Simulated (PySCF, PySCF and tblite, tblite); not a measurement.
# C₃H₁₀Ge₂: telling isomers apart by computed NMR

Aim: see whether computed shieldings tell isomers of C₃H₁₀Ge₂ apart.

Programs: PySCF 2.14.0 with density-fitted response routines of our own, and tblite 0.8.0. All values are computed, except where a source is named. Atoms count from 0 throughout.

### Step 1. The molecule as given

15 atoms, charge 0, multiplicity 1; geometry from: UFF geometry. This is the first candidate.

Bonds of the start (Å): C0–C1 1.50, C0–H5 1.09, C0–H6 1.09, C0–H7 1.09, C1–C3 1.33, C1–Ge2 1.96, C3–Ge4 1.94, C3–H11 1.09, Ge2–H10 1.52, Ge2–H8 1.52, Ge2–H9 1.51, Ge4–H12 1.51, Ge4–H13 1.51, Ge4–H14 1.51.

### Step 2. GFN2-xTB relaxation, isomer A, conformer 1

Job settings and geometry (Å):

```
{"job": {"xc": "GFN2-xTB", "basis": "xTB", "kind": "relax"}, "charge": 0, "multiplicity": 1}
C     -1.950800     0.921500    -0.190400
C     -0.594400     0.301100    -0.053900
Ge    -0.521200    -1.639600    -0.322400
C      0.490400     1.019700     0.224600
Ge     2.280400     0.303200     0.416200
H     -1.918400     2.000600    -0.047300
H     -2.358200     0.706300    -1.179400
H     -2.631300     0.486400     0.543100
H      0.175000    -1.998400    -1.619900
H      0.209900    -2.342300     0.802200
H     -1.937300    -2.175700    -0.391700
H      0.384300     2.093800     0.357600
H      2.425600    -0.539400     1.664000
H      2.673400    -0.567000    -0.756000
H      3.271000     1.440300     0.514300
```

The run is started by

```sh
OMP_NUM_THREADS=1 python ens_run.py task.json out
```

This one command runs the whole study; its stages follow in the order run.

Log:

```text
step      E/eV     max force
  0    -416.64991    0.276
  1    -416.65534    0.210
  2    -416.66175    0.155
  3    -416.66250    0.130
  4    -416.66345    0.055
  5    -416.66354    0.041
  6    -416.66362    0.021
  7    -416.66364    0.020
  8    -416.66368    0.014
  9    -416.66370    0.012
 10    -416.66371    0.009
 11    -416.66372    0.010
 12    -416.66373    0.009
 13    -416.66374    0.007
 14    -416.66375    0.006
 15    -416.66375    0.005
 16    -416.66376    0.007
 17    -416.66376    0.008
 18    -416.66377    0.009
 19    -416.66378    0.007
 20    -416.66379    0.008
 21    -416.66380    0.012
 22    -416.66382    0.014
 23    -416.66385    0.023
 24    -416.66390    0.029
 25    -416.66397    0.025
 26    -416.66404    0.022
 27    -416.66410    0.020
 28    -416.66415    0.019
 29    -416.66422    0.024
 30    -416.66431    0.021
 31    -416.66443    0.027
 32    -416.66455    0.029
 33    -416.66465    0.027
 34    -416.66471    0.019
 35    -416.66475    0.016
 36    -416.66480    0.023
 37    -416.66489    0.026
 38    -416.66497    0.022
 39    -416.66503    0.017
 40    -416.66506    0.016
 41    -416.66508    0.015
 42    -416.66512    0.017
 43    -416.66520    0.018
 44    -416.66527    0.013
 45    -416.66532    0.013
 46    -416.66535    0.011
 47    -416.66537    0.014
 48    -416.66539    0.012
 49    -416.66541    0.008
 50    -416.66543    0.009
 51    -416.66543    0.008
 52    -416.66545    0.009
 53    -416.66546    0.009
 54    -416.66546    0.007
 55    -416.66547    0.006
 56    -416.66547    0.004
 57    -416.66547    0.003
```

Wall time 1.2 s (1 thread of Intel Xeon at 2.50GHz, shared host).

Gain 0.016 eV; displacement 0.10 Å root mean square.

### Step 3. Shieldings, isomer A, conformer 1: WP04/pcSseg-1 in water

Job settings and geometry (Å):

```
{"job": {"xc": "WP04", "basis": "pcSseg-1", "solvent": "water", "kind": "nmr", "pop": true}, "charge": 0, "multiplicity": 1}
C     -1.943826     0.920959    -0.207506
C     -0.591092     0.295954    -0.055196
Ge    -0.524099    -1.639419    -0.361252
C      0.488018     1.009123     0.255782
Ge     2.280826     0.302655     0.462100
H     -1.909459     2.000103    -0.065670
H     -2.341189     0.705646    -1.200583
H     -2.633917     0.489781     0.519319
H      0.010074    -1.965149    -1.720241
H      0.324650    -2.347989     0.643663
H     -1.913616    -2.193687    -0.285159
H      0.377075     2.080701     0.406220
H      2.466235    -0.411600     1.763865
H      2.639510    -0.661678    -0.622732
H      3.269211     1.424928     0.428307
```

Log:

```text
coarse grid: 55096 points
cycle   1  E = -4299.4492030545  dE = -1.059e+00  |g| = 7.177e-01  |ddm| = 3.656e+00
cycle   2  E = -4299.3724416836  dE =  7.676e-02  |g| = 8.253e-01  |ddm| = 1.241e+00
cycle   3  E = -4299.5348326100  dE = -1.624e-01  |g| = 1.212e-01  |ddm| = 8.810e-01
cycle   4  E = -4299.5380910932  dE = -3.258e-03  |g| = 4.916e-02  |ddm| = 1.434e-01
cycle   5  E = -4299.5386451247  dE = -5.540e-04  |g| = 1.166e-02  |ddm| = 3.983e-02
cycle   6  E = -4299.5386691038  dE = -2.398e-05  |g| = 6.730e-03  |ddm| = 1.355e-02
cycle   7  E = -4299.5386808281  dE = -1.172e-05  |g| = 4.399e-04  |ddm| = 5.399e-03
cycle   8  E = -4299.5386808701  dE = -4.203e-08  |g| = 1.785e-04  |ddm| = 6.167e-04
final grid: 113424 points
cycle   9  E = -4299.5385912844  dE = -9.596e-08  |g| = 2.199e-04  |ddm| = 2.950e-03
cycle  10  E = -4299.5385912800  dE =  4.376e-09  |g| = 2.749e-04  |ddm| = 4.038e-04
cycle  11  E = -4299.5385912910  dE = -1.097e-08  |g| = 3.925e-05  |ddm| = 2.189e-04
cycle  12  E = -4299.5385912914  dE = -3.738e-10  |g| = 1.372e-05  |ddm| = 3.815e-05
converged SCF energy = -4299.5385912914

GIAO shielding tensors (ppm)
atom      isotropic    diamagn.    paramagn.     s11        s22        s33       span
  0 C      140.677     247.869    -107.192    120.853    129.818    171.360     50.507
  1 C        7.156     264.840    -257.683   -105.412    -16.027    142.909    248.321
  2 Ge    1516.090    2761.845   -1245.755   1443.294   1500.381   1604.596    161.303
  3 C       35.227     259.408    -224.181    -69.561     39.937    135.304    204.865
  4 Ge    1527.164    2760.910   -1233.747   1478.504   1494.305   1608.681    130.177
  5 H       29.926      30.485      -0.559     26.381     28.734     34.663      8.282
  6 H       29.669      29.642       0.027     25.788     28.811     34.407      8.619
  7 H       29.649      29.625       0.024     25.814     28.648     34.486      8.672
  8 H       28.657      31.028      -2.371     22.520     24.145     39.307     16.787
  9 H       28.648      31.264      -2.616     21.644     25.696     38.605     16.961
 10 H       28.858      30.644      -1.786     22.341     24.375     39.859     17.517
 11 H       25.393      34.094      -8.700     23.249     24.876     28.055      4.806
 12 H       28.714      30.503      -1.790     22.331     24.364     39.445     17.114
 13 H       28.758      30.805      -2.047     21.868     25.878     38.527     16.659
 14 H       28.868      29.754      -0.886     22.514     23.562     40.527     18.013
```

Run time: 82 s. Hardware: 1 thread of Intel Xeon at 2.50GHz, shared host; peak memory 0.96 GiB.

In short: HOMO -8.52 eV, LUMO -2.40 eV; dipole 1.33 D.

### Step 4. Single-point energy, isomer A, conformer 1: PBE0/def2-SVP in water

The job, as its differences from that of step 3:

```diff
@@ -1,2 +1,2 @@
-{"job": {"xc": "WP04", "basis": "pcSseg-1", "solvent": "water", "kind": "nmr", "pop": true}, "charge": 0, "multiplicity": 1}
+{"job": {"xc": "PBE0", "basis": "def2-SVP", "solvent": "water", "kind": "sp"}, "charge": 0, "multiplicity": 1}
 C     -1.943826     0.920959    -0.207506
```

Log:

```text
coarse grid: 55096 points
cycle   1  E = -4272.9639817190  dE = -9.151e-01  |g| = 5.501e-01  |ddm| = 3.800e+00
cycle   2  E = -4272.9504699925  dE =  1.351e-02  |g| = 6.120e-01  |ddm| = 8.851e-01
cycle   3  E = -4273.0089458240  dE = -5.848e-02  |g| = 3.196e-02  |ddm| = 5.245e-01
cycle   4  E = -4273.0091703257  dE = -2.245e-04  |g| = 1.836e-02  |ddm| = 5.450e-02
cycle   5  E = -4273.0092603024  dE = -8.998e-05  |g| = 2.538e-03  |ddm| = 2.163e-02
cycle   6  E = -4273.0092617549  dE = -1.452e-06  |g| = 1.009e-03  |ddm| = 3.770e-03
final grid: 113424 points
cycle   7  E = -4273.0092108038  dE =  4.859e-07  |g| = 1.721e-03  |ddm| = 2.864e-03
cycle   8  E = -4273.0092091436  dE =  1.660e-06  |g| = 3.049e-03  |ddm| = 4.188e-03
cycle   9  E = -4273.0092115830  dE = -2.439e-06  |g| = 4.721e-05  |ddm| = 2.672e-03
cycle  10  E = -4273.0092115836  dE = -6.357e-10  |g| = 1.087e-05  |ddm| = 6.099e-05
converged SCF energy = -4273.0092115836
```

Run time: 27 s. Hardware: 1 thread of Intel Xeon at 2.50GHz, shared host; peak memory 0.71 GiB.

In short: HOMO -7.42 eV, LUMO -0.35 eV; dipole 1.48 D.

### Step 5. Boltzmann average, isomer A: properties at WP04/pcSseg-1 in water

Job settings and geometry (Å):

```
{"job": {"study": "conf", "smiles": "C/[C]([GeH3])=[CH]/[GeH3]", "search": {"seed": 2577, "n_embed": 45, "ff_keep": 10, "window": 2.5, "nmax": 6, "temps": [250, 298.15, 350], "t_ref": 298.15, "order": 0.0005}, "level": {"nmr": {"xc": "WP04", "basis": "pcSseg-1", "solvent": "water"}, "sp": {"xc": "PBE0", "basis": "def2-SVP", "solvent": "water"}}, "kind": "conf"}, "charge": 0, "multiplicity": 1}
C     -1.943826     0.920959    -0.207506
C     -0.591092     0.295954    -0.055196
Ge    -0.524099    -1.639419    -0.361252
C      0.488018     1.009123     0.255782
Ge     2.280826     0.302655     0.462100
H     -1.909459     2.000103    -0.065670
H     -2.341189     0.705646    -1.200583
H     -2.633917     0.489781     0.519319
H      0.010074    -1.965149    -1.720241
H      0.324650    -2.347989     0.643663
H     -1.913616    -2.193687    -0.285159
H      0.377075     2.080701     0.406220
H      2.466235    -0.411600     1.763865
H      2.639510    -0.661678    -0.622732
H      3.269211     1.424928     0.428307
```

Log:

```text
conformer  sym    E(xTB)   E(DFT)   G(298.15 K)  weight  dipole/D
    1     C1      0.000    0.000    0.000   1.0000    1.479

mean shielding (ppm) by class
class atoms           250 K   298.15 K      350 K
  0 C  0            140.677    140.677    140.677
  1 C  1              7.157      7.157      7.157
  2 Ge 2           1516.091   1516.091   1516.091
  3 C  3             35.227     35.227     35.227
  4 Ge 4           1527.164   1527.164   1527.164
  5 H  5,6,7         29.748     29.748     29.748
  6 H  8,9,10        28.721     28.721     28.721
  7 H  11            25.393     25.393     25.393
  8 H  12,13,14       28.78      28.78      28.78
```

Wall time 1.9 min (1 thread of Intel Xeon at 2.50GHz, shared host). This counts the runs that the step sums up.

The search (ETKDG and KDG, UFF, GFN2-xTB) embedded 45 structures, kept 2 distinct ones after the force field and 1 after xTB; 1 was carried on (window 2.5 kcal/mol at the search's own energies). Energies: PBE0/def2-SVP in water with D3(BJ).

The conformers at 298 K:

| no. | group | mirror pair | ΔE xTB | ΔE DFT | ΔG | weight (%) | μ (D) | A, B, C (GHz) |
| --- | --- | --- | --- | --- | --- | --- | --- | --- |
| 1 | C1 | no | 0.00 | 0.00 | 0.00 | 100.0 | 1.48 | 2.97, 0.93, 0.72 |

Energies in kcal/mol. ΔG holds xTB vibrations and rotation, symmetry numbers and mirror pairs.

Shifts against references run at the same level ($^{13}$C TMS 176.0, $^{1}$H TMS 31.98 ppm of shielding), by class of atoms, at 298 K:

| atoms | environment | average |
| --- | --- | --- |
| C1 | fully substituted alkene carbon | 168.8 |
| C3 | alkene CH | 140.7 |
| C0 | allylic methyl carbon | 35.3 |
| H11 | hydrogen on an alkene CH | 6.58 |
| H8, H9, H10 | hydrogen on a germanium bonded to C | 3.25 |
| H12, H13, H14 | hydrogen on a germanium bonded to C | 3.20 |
| H5, H6, H7 | hydrogen on an allylic methyl carbon | 2.23 |
| Ge2 | germanium bonded to C, 3 H | 1516 (σ) |
| Ge4 | germanium bonded to C, 3 H | 1527 (σ) |

Effective distances for nuclear Overhauser effects, ⟨r⁻⁶⟩^(−1/6) over all pairs of two classes (Å): H5···H11 2.72; H11···H12 3.29; H5···H8 3.59; H8···H12 3.68.

### Step 6. GFN2-xTB relaxation, isomer B, conformer 1

Job settings and geometry (Å):

```
{"job": {"xc": "GFN2-xTB", "basis": "xTB", "kind": "relax"}, "charge": 0, "multiplicity": 1}
C     -0.183600     1.435500     0.271300
C     -0.472300    -0.002500    -0.030800
Ge    -2.357300    -0.504900    -0.214500
C      0.504900    -0.897100    -0.157000
Ge     2.398500    -0.495300     0.022800
H      0.642800     1.808700    -0.383600
H     -1.091800     2.060400     0.117400
H      0.147000     1.533000     1.335300
H     -3.004900     0.269100    -1.320900
H     -3.125800    -0.172500     1.026800
H     -2.509800    -1.965100    -0.494700
H      0.243000    -1.928900    -0.361900
H      2.868800     0.484600    -1.007000
H      2.715800     0.108500     1.355000
H      3.217700    -1.735800    -0.126600
```

Log:

```text
step      E/eV     max force
  0    -416.64361    0.820
  1    -416.66600    0.433
  2    -416.67478    0.244
  3    -416.67563    0.131
  4    -416.67620    0.089
  5    -416.67629    0.043
  6    -416.67634    0.018
  7    -416.67637    0.016
  8    -416.67639    0.016
  9    -416.67642    0.016
 10    -416.67645    0.015
 11    -416.67648    0.021
 12    -416.67652    0.027
 13    -416.67659    0.030
 14    -416.67672    0.048
 15    -416.67699    0.068
 16    -416.67747    0.094
 17    -416.67816    0.111
 18    -416.67916    0.094
 19    -416.68065    0.113
 20    -416.68070    0.236
 21    -416.68374    0.171
 22    -416.68558    0.137
 23    -416.68130    0.429
 24    -416.68775    0.094
 25    -416.68850    0.060
 26    -416.68920    0.200
 27    -416.69004    0.108
 28    -416.69094    0.072
 29    -416.69394    0.079
 30    -416.69474    0.109
 31    -416.69550    0.087
 32    -416.69621    0.099
 33    -416.69735    0.081
 34    -416.69811    0.066
 35    -416.69863    0.058
 36    -416.69936    0.058
 37    -416.69994    0.053
 38    -416.70033    0.053
 39    -416.70074    0.046
 40    -416.70116    0.049
 41    -416.70151    0.040
 42    -416.70159    0.055
 43    -416.70185    0.033
 44    -416.70198    0.037
 45    -416.70246    0.032
 46    -416.70262    0.030
 47    -416.70278    0.027
 48    -416.70286    0.026
 49    -416.70299    0.023
 50    -416.70313    0.028
 51    -416.70327    0.027
 52    -416.70339    0.025
 53    -416.70351    0.034
 54    -416.70364    0.036
 55    -416.70376    0.027
 56    -416.70387    0.029
 57    -416.70395    0.023
 58    -416.70406    0.030
 59    -416.70418    0.033
 60    -416.70429    0.024
 61    -416.70438    0.028
 62    -416.70448    0.029
 63    -416.70459    0.031
 64    -416.70469    0.023
 65    -416.70474    0.015
 66    -416.70478    0.013
 67    -416.70481    0.015
 68    -416.70488    0.021
 69    -416.70500    0.029
 70    -416.70515    0.034
 71    -416.70528    0.027
 72    -416.70538    0.023
 73    -416.70546    0.023
 74    -416.70555    0.023
 75    -416.70564    0.024
 76    -416.70571    0.022
 77    -416.70577    0.021
 78    -416.70581    0.020
 79    -416.70587    0.019
 80    -416.70591    0.017
 81    -416.70595    0.011
 82    -416.70596    0.007
 83    -416.70597    0.008
 84    -416.70598    0.010
 85    -416.70600    0.017
 86    -416.70603    0.020
 87    -416.70606    0.016
 88    -416.70610    0.016
 89    -416.70613    0.017
 90    -416.70616    0.018
 91    -416.70619    0.019
 92    -416.70623    0.015
 93    -416.70627    0.017
 94    -416.70630    0.017
 95    -416.70634    0.023
 96    -416.70639    0.026
 97    -416.70645    0.024
 98    -416.70650    0.020
 99    -416.70654    0.013
100    -416.70656    0.014
101    -416.70658    0.011
102    -416.70659    0.009
103    -416.70661    0.007
104    -416.70661    0.007
105    -416.70662    0.006
106    -416.70663    0.005
107    -416.70663    0.005
108    -416.70663    0.005
109    -416.70664    0.005
110    -416.70664    0.004
```

Wall time 1.9 s (1 thread of Intel Xeon at 2.50GHz, shared host).

Gain 0.063 eV; displacement 0.37 Å root mean square.

### Step 7. Shieldings, isomer B, conformer 1: WP04/pcSseg-1 in water

Job settings and geometry (Å):

```
{"job": {"xc": "WP04", "basis": "pcSseg-1", "solvent": "water", "kind": "nmr", "pop": false}, "charge": 0, "multiplicity": 1}
C     -0.221161     1.455274     0.294217
C     -0.460419     0.012969    -0.001358
Ge    -2.345218    -0.514817    -0.141780
C      0.522060    -0.868050    -0.162601
Ge     2.432633    -0.499357    -0.058935
H      0.845945     1.675641     0.353896
H     -0.668889     2.074665    -0.484546
H     -0.693322     1.725056     1.240199
H     -3.040271     0.250249    -1.224889
H     -3.086005    -0.211521     1.123284
H     -2.480561    -1.974056    -0.431598
H      0.258525    -1.898778    -0.375122
H      2.883827     0.498940    -1.079235
H      2.849304     0.032359     1.276897
H      3.196771    -1.760718    -0.296894
```

Log:

```text
coarse grid: 55096 points
cycle   1  E = -4299.4533978252  dE = -1.068e+00  |g| = 7.142e-01  |ddm| = 3.644e+00
cycle   2  E = -4299.3788174776  dE =  7.458e-02  |g| = 8.161e-01  |ddm| = 1.215e+00
cycle   3  E = -4299.5373280307  dE = -1.585e-01  |g| = 1.238e-01  |ddm| = 8.690e-01
cycle   4  E = -4299.5409033483  dE = -3.575e-03  |g| = 4.654e-02  |ddm| = 1.496e-01
cycle   5  E = -4299.5413988080  dE = -4.955e-04  |g| = 1.110e-02  |ddm| = 3.885e-02
cycle   6  E = -4299.5414192458  dE = -2.044e-05  |g| = 6.617e-03  |ddm| = 1.283e-02
cycle   7  E = -4299.5414306351  dE = -1.139e-05  |g| = 6.028e-04  |ddm| = 5.400e-03
cycle   8  E = -4299.5414307203  dE = -8.518e-08  |g| = 9.920e-05  |ddm| = 7.675e-04
final grid: 113424 points
cycle   9  E = -4299.5413322444  dE = -1.200e-07  |g| = 1.448e-04  |ddm| = 2.639e-03
cycle  10  E = -4299.5413322421  dE =  2.281e-09  |g| = 1.953e-04  |ddm| = 3.486e-04
cycle  11  E = -4299.5413322496  dE = -7.499e-09  |g| = 3.034e-05  |ddm| = 1.766e-04
cycle  12  E = -4299.5413322498  dE = -1.255e-10  |g| = 1.902e-05  |ddm| = 3.611e-05
converged SCF energy = -4299.5413322498

GIAO shielding tensors (ppm)
atom      isotropic    diamagn.    paramagn.     s11        s22        s33       span
  0 C      145.430     250.797    -105.367    132.629    134.412    169.249     36.620
  1 C        8.592     263.655    -255.062   -106.795    -14.823    147.394    254.188
  2 Ge    1490.255    2760.119   -1269.863   1372.018   1486.100   1612.649    240.631
  3 C       36.339     259.364    -223.025    -70.157     45.630    133.545    203.702
  4 Ge    1537.216    2760.249   -1223.033   1488.708   1511.249   1611.693    122.985
  5 H       29.917      33.026      -3.108     24.952     31.258     33.542      8.590
  6 H       29.701      30.743      -1.042     25.823     28.861     34.420      8.597
  7 H       29.700      30.731      -1.031     25.831     28.839     34.430      8.599
  8 H       28.668      29.932      -1.264     22.576     24.055     39.374     16.797
  9 H       28.671      29.929      -1.258     22.567     24.065     39.379     16.811
 10 H       28.856      30.321      -1.465     22.419     24.588     39.560     17.141
 11 H       25.837      34.301      -8.464     22.151     24.529     30.829      8.678
 12 H       28.597      30.180      -1.583     22.132     24.349     39.309     17.177
 13 H       28.593      30.175      -1.582     22.126     24.349     39.304     17.177
 14 H       28.968      29.530      -0.562     22.679     23.922     40.303     17.624
```

Wall time 73 s (1 thread of Intel Xeon at 2.50GHz, shared host); peak memory 1.1 GiB.

This run: HOMO -8.55 eV, LUMO -2.37 eV; dipole 0.65 D.

### Step 8. Single-point energy, isomer B, conformer 1: PBE0/def2-SVP in water

The job, as its differences from that of step 7:

```diff
@@ -1,2 +1,2 @@
-{"job": {"xc": "WP04", "basis": "pcSseg-1", "solvent": "water", "kind": "nmr", "pop": false}, "charge": 0, "multiplicity": 1}
+{"job": {"xc": "PBE0", "basis": "def2-SVP", "solvent": "water", "kind": "sp"}, "charge": 0, "multiplicity": 1}
 C     -0.221161     1.455274     0.294217
```

Log:

```text
coarse grid: 55096 points
cycle   1  E = -4272.9671822741  dE = -9.241e-01  |g| = 5.456e-01  |ddm| = 3.806e+00
cycle   2  E = -4272.9547641194  dE =  1.242e-02  |g| = 6.031e-01  |ddm| = 8.669e-01
cycle   3  E = -4273.0110056687  dE = -5.624e-02  |g| = 3.430e-02  |ddm| = 5.143e-01
cycle   4  E = -4273.0112729858  dE = -2.673e-04  |g| = 1.889e-02  |ddm| = 5.752e-02
cycle   5  E = -4273.0113668414  dE = -9.386e-05  |g| = 2.489e-03  |ddm| = 2.192e-02
cycle   6  E = -4273.0113680681  dE = -1.227e-06  |g| = 1.130e-03  |ddm| = 3.531e-03
final grid: 113424 points
cycle   7  E = -4273.0113084822  dE =  6.295e-07  |g| = 1.955e-03  |ddm| = 3.171e-03
cycle   8  E = -4273.0113063741  dE =  2.108e-06  |g| = 3.445e-03  |ddm| = 4.698e-03
cycle   9  E = -4273.0113094847  dE = -3.111e-06  |g| = 6.166e-05  |ddm| = 3.007e-03
cycle  10  E = -4273.0113094857  dE = -9.277e-10  |g| = 7.897e-06  |ddm| = 6.837e-05
converged SCF energy = -4273.0113094857
```

Wall time 27 s (1 thread of Intel Xeon at 2.50GHz, shared host); peak memory 0.78 GiB.

This run: HOMO -7.46 eV, LUMO -0.33 eV; dipole 0.72 D.

(Part 1 of 2 ends here.)
